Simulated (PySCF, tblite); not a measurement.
# C7H12BOP: geometry, infrared bands and NMR shifts

Wanted: the infrared bands and NMR shifts of C7H12BOP (`[BH3-][P@+]1(c2ccco2)C[C@H]1C`), by calculation.

Computed with tblite 0.8.0 and PySCF 2.14.0, with density-fitted response routines of our own, on a single molecule in the gas phase. Atoms are numbered from 0 throughout.

### Step 1. Starting geometry

22 atoms, charge 0, multiplicity 1; geometry from: force field or distance geometry start.

Bonds of the start (Å): B0–P1 1.89, P1–C2 1.80, C2–C3 1.36, C3–C4 1.37, C4–C5 1.39, C5–O6 1.31, P1–C7 1.83, C7–C8 1.46, C8–C9 1.53, C8–P1 1.84, O6–C2 1.31, B0–H10 1.19, B0–H11 1.19, B0–H12 1.21, C3–H13 1.09, C4–H14 1.07, C5–H15 1.07, C7–H16 1.11, C7–H17 1.11, C8–H18 1.12, C9–H19 1.10, C9–H20 1.11, C9–H21 1.11.

### Step 2. Relaxing the molecule with GFN2-xTB

The job: settings as JSON, then the geometry in Å.

```
{"job": {"kind": "relax", "xc": "GFN2-xTB", "basis": "xTB"}, "charge": 0, "multiplicity": 1}
B     -0.209200     2.520300     1.109600
P     -0.382100     0.763000     0.434200
C      1.122900    -0.141100     0.041300
C      1.569100    -1.254600     0.680100
C      2.734800    -1.611600     0.048300
C      2.908500    -0.675400    -0.962900
O      1.928000     0.195300    -0.940000
C     -1.433600     0.819100    -1.067100
C     -2.022000     0.046000     0.017100
C     -2.014400    -1.471000    -0.140400
H      0.247100     3.221600     0.266700
H      0.488800     2.518900     2.067900
H     -1.299500     2.932600     1.425000
H      1.114300    -1.769300     1.524200
H      3.378100    -2.438500     0.272000
H      3.731400    -0.646100    -1.652200
H     -1.026400     0.233900    -1.918700
H     -1.916900     1.797500    -1.241400
H     -2.875600     0.527700     0.558700
H     -2.911200    -1.785600    -0.695100
H     -1.116200    -1.823100    -0.688800
H     -2.026500    -1.940200     0.860400
```

Run with:

```bash
> OMP_NUM_THREADS=1 python probes_run.py task.json out
```

One launch serves the whole session: the jobs run in the order shown.

**Question.** This job is followed by: GFN2-xTB harmonic vibrations, gas phase; GIAO PBE0/pcSseg-1 NMR shielding, non-relativistic, gas phase. What will the session give for the following? strongest single infrared mode (GFN2-xTB); zero-point energy (GFN2-xTB); 13C shifts against TMS (PBE0/pcSseg-1); 1H shifts against TMS (PBE0/pcSseg-1, means over atoms taken as alike); 11B shifts against BF3·OEt2 (PBE0/pcSseg-1); 31P shifts against H3PO4 (PBE0/pcSseg-1); 17O shifts against H2O (PBE0/pcSseg-1).

As calculated:

| quantity | value |
| --- | --- |
| strongest single infrared mode (GFN2-xTB) | 1069 cm⁻¹, 207 km/mol |
| zero-point energy (GFN2-xTB) | 106.9 kcal/mol |
| 13C shifts against TMS (PBE0/pcSseg-1) | 152.2, 149.3, 133.8, 119.6, 25.6, 16.8, 16.1 ppm |
| 1H shifts against TMS (PBE0/pcSseg-1, means over atoms taken as alike) | 7.73, 7.60, 6.80, 1.80, 1.71, 1.62, 1.37, 1.23 ppm |
| 11B shifts against BF3·OEt2 (PBE0/pcSseg-1) | -48.2 ppm |
| 31P shifts against H3PO4 (PBE0/pcSseg-1) | -166.9 ppm |
| 17O shifts against H2O (PBE0/pcSseg-1) | 312.4 ppm |

In words: Relaxing lowered the energy by 0.711 eV in 212 steps; the close pair that moved most is C7–C8, from 1.456 to 1.521 Å. All 60 modes are real, so the xTB geometry is a minimum. The strongest single mode, at 1069 cm⁻¹, moves mainly H12, H10 and H11. Unscaled tight-binding wavenumbers are off by several per cent, some by more. Its intensities can rank the bands wrongly. At PBE0/pcSseg-1: The largest span, 515 ppm, is at P1, where the paramagnetic term is -483 ppm. NICS(1)zz of -26 ppm above the planar ring from C2 marks a diatropic (aromatic) ring current.
